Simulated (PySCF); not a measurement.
# CuCl (SMILES [Cl][Cu]) at 6 levels

Aim: a comparison of 6 runs (CAM-B3LYP/cc-pVTZ, M06-2X/cc-pVTZ, M06-L/cc-pVTZ, TPSS/cc-pVTZ, r2SCAN/cc-pVTZ, wB97M-V/cc-pVTZ) of CuCl. 

Program for the calculation: PySCF 2.14.0.

4 further runs of the same task are left out: 4 set aside as unsound or not needed.

## 1. The molecule

The species is CuCl (2 atoms), meant as a singlet with charge 0. SMILES: `[Cl][Cu]`. The coordinates come from a PBE0-D4/def2-TZVP relaxation.

Bond lengths: Cl1–Cu2 2.076 Å.

## 2. The energy at CAM-B3LYP/cc-pVTZ (run 1)

Input file input.xyz:

```xyz
2

Cl     0.898300    -0.345200     0.446400
Cu    -0.868800     0.285000    -0.442400
```

Input file input.py:

```python
# [Cl][Cu]
from pyscf import gto, dft

mol = gto.M(
    atom='input.xyz',
    max_memory=1860,
    charge=0,
    basis='cc-pvtz',
    verbose=3,
)

ks = dft.RKS(mol)
ks.xc = 'cam-b3lyp'
ks.conv_tol = 1e-10
ks.grids.level = 5
ks.kernel()
if not ks.converged:
    ks = ks.newton().run(ks.mo_coeff, ks.mo_occ)

etot = ks.e_tot
print(f'total energy: {etot:.8f} hartree')
```

Command:

```
$ OMP_NUM_THREADS=1 python input.py
```

Standard output:

```text
converged SCF energy = -2100.94199505819
total energy: -2100.94199506 hartree
```

It took 33 s on 1 thread of Arm Neoverse V2, shared host; peak memory 0.52 GiB.

## 3. A single-point energy at M06-2X/cc-pVTZ (run 2)

Input file job.py:

```python
from pyscf import gto, dft

mol = gto.M(
    atom='Cl 0.898300 -0.345200 0.446400; Cu -0.868800 0.285000 -0.442400',
    max_memory=1860,
    verbose=3,
    basis='cc-pvtz',
)

mf = dft.RKS(mol)
mf.xc = 'm06-2x'
mf.conv_tol = 1e-10
mf.grids.level = 5
mf.kernel()
if not mf.converged:
    mf = mf.newton().run(mf.mo_coeff, mf.mo_occ)

e_tot = mf.e_tot
print('E(%s) = %.9f' % ('M06-2X', e_tot))
```

Command:

```
$ OMP_NUM_THREADS=1 python job.py
```

Standard output:

```text
converged SCF energy = -2100.75979654106
E(M06-2X) = -2100.759796541
```

Run time: 19 s. Hardware: 1 thread of Arm Neoverse V2, shared host; peak memory 0.56 GiB.

Run 3 isn't shown in full; the table further down has it.

## 4. A single-point energy at TPSS/cc-pVTZ (run 4)

Input file mol.xyz:

```xyz
2
ClCu
Cl     0.898300    -0.345200     0.446400
Cu    -0.868800     0.285000    -0.442400
```

Input file run.py:

```python
from pyscf import gto, dft

mol = gto.M(
    atom='mol.xyz',
    charge=0,
    basis='cc-pvtz',
    verbose=4,
    max_memory=1860,
)

mf = dft.RKS(mol)
mf.xc = 'tpss'
mf.grids.level = 5
mf.conv_tol = 1e-10
mf.kernel()
if not mf.converged:
    mf = mf.newton().run(mf.mo_coeff, mf.mo_occ)

e_tot = mf.e_tot
print('Final energy', e_tot)
```

Command:

```
$ OMP_NUM_THREADS=1 python run.py
```

Standard output:

```text
PySCF version 2.14.0

[INPUT] num. atoms = 2
[INPUT] num. electrons = 46
[INPUT] charge = 0
[INPUT] spin (= nelec alpha-beta = 2S) = 0
[INPUT] symmetry False subgroup None
[INPUT] Mole.unit = angstrom
[INPUT] Symbol           X                Y                Z      unit          X                Y                Z       unit  Magmom
[INPUT]  1 Cl     0.898300000000  -0.345200000000   0.446400000000 AA    1.697540977697  -0.652333458200   0.843573742006 Bohr   0.0
[INPUT]  2 Cu    -0.868800000000   0.285000000000  -0.442400000000 AA   -1.641794057022   0.538571945501  -0.836014837508 Bohr   0.0

nuclear repulsion = 125.667077350453
number of shells = 18
number of NR pGTOs = 190
number of NR cGTOs = 102
basis = cc-pvtz
ecp = {}

******** <class 'pyscf.dft.rks.RKS'> ********
method = RKS
initial guess = minao
damping factor = 0
level_shift factor = 0
DIIS = <class 'pyscf.scf.diis.CDIIS'>
diis_start_cycle = 1
diis_space = 8
diis_damp = 0
SCF conv_tol = 1e-10
SCF conv_tol_grad = None
SCF max_cycles = 50
direct_scf = True
direct_scf_tol = 1e-13
XC library pyscf.dft.libxc version 7.0.0
    S. Lehtola, C. Steigemann, M. J.T. Oliveira, and M. A.L. Marques.,  SoftwareX 7, 1–5 (2018)
XC functionals = tpss
    J. Tao, J. P. Perdew, V. N. Staroverov, and G. E. Scuseria.,  Phys. Rev. Lett. 91, 146401 (2003)
    J. Tao, J. P. Perdew, V. N. Staroverov, and G. E. Scuseria.,  Phys. Rev. Lett. 91, 146401 (2003)
radial grids:
    Treutler-Ahlrichs [JCP 102, 346 (1995); DOI:10.1063/1.469408] (M4) radial grids

becke partition: Becke, JCP 88, 2547 (1988); DOI:10.1063/1.454033
pruning grids: <function nwchem_prune>
grids dens level: 5
symmetrized grids: False
atomic radii adjust function: <function treutler_atomic_radii_adjust>
small_rho_cutoff = 0
Set gradient conv threshold to 1e-05
Initial guess from minao.
tot grids = 87784
init E= -2100.51214288146

WARN: HOMO -0.000119999767398422 == LUMO -0.000119990413690141

cycle= 1 E= -2089.74271639341  delta_E= 10.8  |g|= 8.97  |ddm|= 4.48
  HOMO = -1.41027624430627  LUMO = -0.915971418642203  gap/eV = 13.45072
cycle= 2 E= -2062.34397498947  delta_E= 27.4  |g|= 18.3  |ddm|= 15.8
  HOMO = -0.780622710298959  LUMO = -0.590731945046446  gap/eV = 5.16719
cycle= 3 E= -2097.02479319088  delta_E= -34.7  |g|= 7.15  |ddm|=   14
  HOMO = -0.322293160345221  LUMO = -0.2190080576539  gap/eV = 2.81053
cycle= 4 E= -2090.30499499681  delta_E= 6.72  |g|= 5.88  |ddm|= 4.59
  HOMO = -0.561088834684099  LUMO = -0.209225059215266  gap/eV = 9.57470
cycle= 5 E= -2100.10600025743  delta_E= -9.8  |g|= 2.73  |ddm|= 4.28
  HOMO = -0.169058602534573  LUMO = -0.121702433730666  gap/eV = 1.28863
cycle= 6 E= -2100.49453318338  delta_E= -0.389  |g|= 1.08  |ddm|= 2.08
  HOMO = -0.207768418034784  LUMO = -0.134240276838572  gap/eV = 2.00080
cycle= 7 E= -2100.86002860662  delta_E= -0.365  |g|= 0.301  |ddm|= 1.12
  HOMO = -0.217895475202766  LUMO = -0.134897287006089  gap/eV = 2.25850
cycle= 8 E= -2100.87506488877  delta_E= -0.015  |g|= 0.0438  |ddm|= 0.204
  HOMO = -0.215797397412409  LUMO = -0.134317258951702  gap/eV = 2.21719
cycle= 9 E= -2100.87540920032  delta_E= -0.000344  |g|= 0.013  |ddm|= 0.051
  HOMO = -0.216580196238263  LUMO = -0.13463796345415  gap/eV = 2.22976
cycle= 10 E= -2100.87542449256  delta_E= -1.53e-05  |g|= 0.00159  |ddm|= 0.007
  HOMO = -0.21659528445462  LUMO = -0.134595183135538  gap/eV = 2.23134
cycle= 11 E= -2100.87542466305  delta_E= -1.7e-07  |g|= 0.000345  |ddm|= 0.000908
  HOMO = -0.216610044049053  LUMO = -0.13462193242739  gap/eV = 2.23101
cycle= 12 E= -2100.87542470548  delta_E= -4.24e-08  |g|= 0.000112  |ddm|= 0.000408
  HOMO = -0.216600960034517  LUMO = -0.134617904301535  gap/eV = 2.23087
cycle= 13 E= -2100.87542470661  delta_E= -1.13e-09  |g|= 1.15e-05  |ddm|= 6.07e-05
  HOMO = -0.21660109443717  LUMO = -0.134618106248272  gap/eV = 2.23087
cycle= 14 E= -2100.87542470663  delta_E= -1.77e-11  |g|= 2.01e-06  |ddm|= 1.01e-05
  HOMO = -0.216601566273953  LUMO = -0.134618270942344  gap/eV = 2.23088
Extra cycle  E= -2100.87542470662  delta_E= 8.64e-12  |g|= 3.86e-06  |ddm|= 4.59e-06
converged SCF energy = -2100.87542470662
Final energy -2100.8754247066195
```

It took 21 s on 1 thread of Arm Neoverse V2, shared host; peak memory 0.56 GiB.

Run 5 isn't shown in full; the table further down has it.

## 5. The energy at wB97M-V/cc-pVTZ (run 6)

mol.xyz is that of step 4.

Input file calc.py:

```python
# [Cl][Cu]
from pyscf import gto, dft

system = gto.Mole()
system.atom = 'mol.xyz'
system.verbose = 4
system.max_memory = 1860
system.basis = 'cc-pvtz'
system.build()

myscf = dft.RKS(system)
myscf.xc = 'wb97m-v'
myscf.grids.level = 5
myscf.nlcgrids.level = 1
myscf.conv_tol = 1e-10
myscf.kernel()
if not myscf.converged:
    myscf = myscf.newton().run(myscf.mo_coeff, myscf.mo_occ)

energy = myscf.e_tot
print('E = %.10f Eh' % energy)
```

Command:

```
$ OMP_NUM_THREADS=1 python calc.py
```

Standard output:

```text
PySCF version 2.14.0

[INPUT] num. atoms = 2
[INPUT] num. electrons = 46
[INPUT] charge = 0
[INPUT] spin (= nelec alpha-beta = 2S) = 0
[INPUT] symmetry False subgroup None
[INPUT] Mole.unit = angstrom
[INPUT] Symbol           X                Y                Z      unit          X                Y                Z       unit  Magmom
[INPUT]  1 Cl     0.898300000000  -0.345200000000   0.446400000000 AA    1.697540977697  -0.652333458200   0.843573742006 Bohr   0.0
[INPUT]  2 Cu    -0.868800000000   0.285000000000  -0.442400000000 AA   -1.641794057022   0.538571945501  -0.836014837508 Bohr   0.0

nuclear repulsion = 125.667077350453
number of shells = 18
number of NR pGTOs = 190
number of NR cGTOs = 102
basis = cc-pvtz
ecp = {}

******** <class 'pyscf.dft.rks.RKS'> ********
method = RKS
initial guess = minao
damping factor = 0
level_shift factor = 0
DIIS = <class 'pyscf.scf.diis.CDIIS'>
diis_start_cycle = 1
diis_space = 8
diis_damp = 0
SCF conv_tol = 1e-10
SCF conv_tol_grad = None
SCF max_cycles = 50
direct_scf = True
direct_scf_tol = 1e-13
XC library pyscf.dft.libxc version 7.0.0
    S. Lehtola, C. Steigemann, M. J.T. Oliveira, and M. A.L. Marques.,  SoftwareX 7, 1–5 (2018)
XC functionals = wb97m-v
radial grids:
    Treutler-Ahlrichs [JCP 102, 346 (1995); DOI:10.1063/1.469408] (M4) radial grids

becke partition: Becke, JCP 88, 2547 (1988); DOI:10.1063/1.454033
pruning grids: <function nwchem_prune>
grids dens level: 5
symmetrized grids: False
atomic radii adjust function: <function treutler_atomic_radii_adjust>
** Following is NLC and NLC Grids **
NLC functional = wb97m-v
radial grids:
    Treutler-Ahlrichs [JCP 102, 346 (1995); DOI:10.1063/1.469408] (M4) radial grids

becke partition: Becke, JCP 88, 2547 (1988); DOI:10.1063/1.454033
pruning grids: <function nwchem_prune>
grids dens level: 1
symmetrized grids: False
atomic radii adjust function: <function treutler_atomic_radii_adjust>
small_rho_cutoff = 0
Set gradient conv threshold to 1e-05
Initial guess from minao.
tot grids = 87784
tot grids = 13760
init E= -2100.27677487351
  HOMO = -0.184645955089655  LUMO = -0.0638010142664491  gap/eV = 3.28836
cycle= 1 E= -2100.31046680451  delta_E= -0.0337  |g|= 2.25  |ddm|=  1.4
  HOMO = -0.301286937780828  LUMO = -0.139652116604063  gap/eV = 4.39831
cycle= 2 E= -2099.53442098139  delta_E= 0.776  |g|= 4.25  |ddm|= 1.98
  HOMO = -0.349105233611159  LUMO = -0.0712461129917692  gap/eV = 7.56093
cycle= 3 E= -2100.69913814145  delta_E= -1.16  |g|= 0.331  |ddm|= 1.35
  HOMO = -0.360030640022588  LUMO = -0.0499042309820084  gap/eV = 8.43897
cycle= 4 E= -2100.71012505318  delta_E= -0.011  |g|= 0.0461  |ddm|= 0.17
  HOMO = -0.357207090160277  LUMO = -0.0499467190527483  gap/eV = 8.36098
cycle= 5 E= -2100.71047451743  delta_E= -0.000349  |g|= 0.011  |ddm|= 0.0403
  HOMO = -0.359100436991853  LUMO = -0.0498758633952683  gap/eV = 8.41443
cycle= 6 E= -2100.71053320486  delta_E= -5.87e-05  |g|= 0.00417  |ddm|= 0.0207
  HOMO = -0.358484686519719  LUMO = -0.0498953874562709  gap/eV = 8.39714
cycle= 7 E= -2100.71055479834  delta_E= -2.16e-05  |g|= 0.00176  |ddm|= 0.0172
  HOMO = -0.358471848743556  LUMO = -0.0498599862256981  gap/eV = 8.39776
cycle= 8 E= -2100.7105580972  delta_E= -3.3e-06  |g|= 0.000845  |ddm|= 0.00643
  HOMO = -0.358354417561847  LUMO = -0.0498311083737093  gap/eV = 8.39535
cycle= 9 E= -2100.71055893307  delta_E= -8.36e-07  |g|= 0.000314  |ddm|= 0.00292
  HOMO = -0.358323073470433  LUMO = -0.0498378403934101  gap/eV = 8.39431
cycle= 10 E= -2100.71055914585  delta_E= -2.13e-07  |g|= 0.000158  |ddm|= 0.00163
  HOMO = -0.358304417913981  LUMO = -0.0498325460417934  gap/eV = 8.39395
cycle= 11 E= -2100.71055917643  delta_E= -3.06e-08  |g|= 4.08e-05  |ddm|= 0.000772
  HOMO = -0.358298563129373  LUMO = -0.0498301336335771  gap/eV = 8.39385
cycle= 12 E= -2100.7105591775  delta_E= -1.07e-09  |g|= 9.12e-06  |ddm|= 0.000153
  HOMO = -0.358297972934866  LUMO = -0.0498306991187079  gap/eV = 8.39382
cycle= 13 E= -2100.71055917752  delta_E= -1.91e-11  |g|= 1.36e-06  |ddm|= 1.68e-05
  HOMO = -0.358297879112238  LUMO = -0.0498307156563094  gap/eV = 8.39382
Extra cycle  E= -2100.71055917752  delta_E= -4.55e-12  |g|= 1.55e-06  |ddm|= 4.02e-06
converged SCF energy = -2100.71055917752
E = -2100.7105591775 Eh
```

Run time: 51 s. Hardware: 1 thread of Arm Neoverse V2, shared host; peak memory 0.58 GiB.

## 6. The series

```
run              level  nlc grid   energy (Eh)  dipole moment (D)  HOMO energy (eV)  LUMO energy (eV)  wall time
  1  CAM-B3LYP/cc-pVTZ         –  -2100.941995               5.23             -8.87             -2.16       33 s
  2     M06-2X/cc-pVTZ         –  -2100.759797               5.55             -8.88             -2.30       19 s
  3      M06-L/cc-pVTZ         –  -2100.758039               4.93             -6.03             -3.21       21 s
  4       TPSS/cc-pVTZ         –  -2100.875425               4.69             -5.89             -3.66       21 s
  5     r2SCAN/cc-pVTZ         –  -2100.772569               4.87             -6.08             -3.58       20 s
  6    wB97M-V/cc-pVTZ         1  -2100.710559               5.35             -9.75             -1.36       51 s
```

## 7. Summary of results

| quantity | value |
| --- | --- |
| run 6: total energy | -2100.71056 Eh |
| run 6: dipole moment | 5.35 D |
| run 6: HOMO energy | -9.75 eV |
| run 6: LUMO energy | -1.36 eV |
| run 6: HOMO–LUMO gap | 8.39 eV |

**Reading.** The dipole moment (its size) runs from 4.69 D (TPSS/cc-pVTZ) to 5.55 D (M06-2X/cc-pVTZ). The HOMO–LUMO gap runs from 2.23 eV (TPSS/cc-pVTZ) to 8.39 eV (wB97M-V/cc-pVTZ). Totals of different functionals can't be ranked against each other. All runs together took 2.8 min, the longest 51 s.
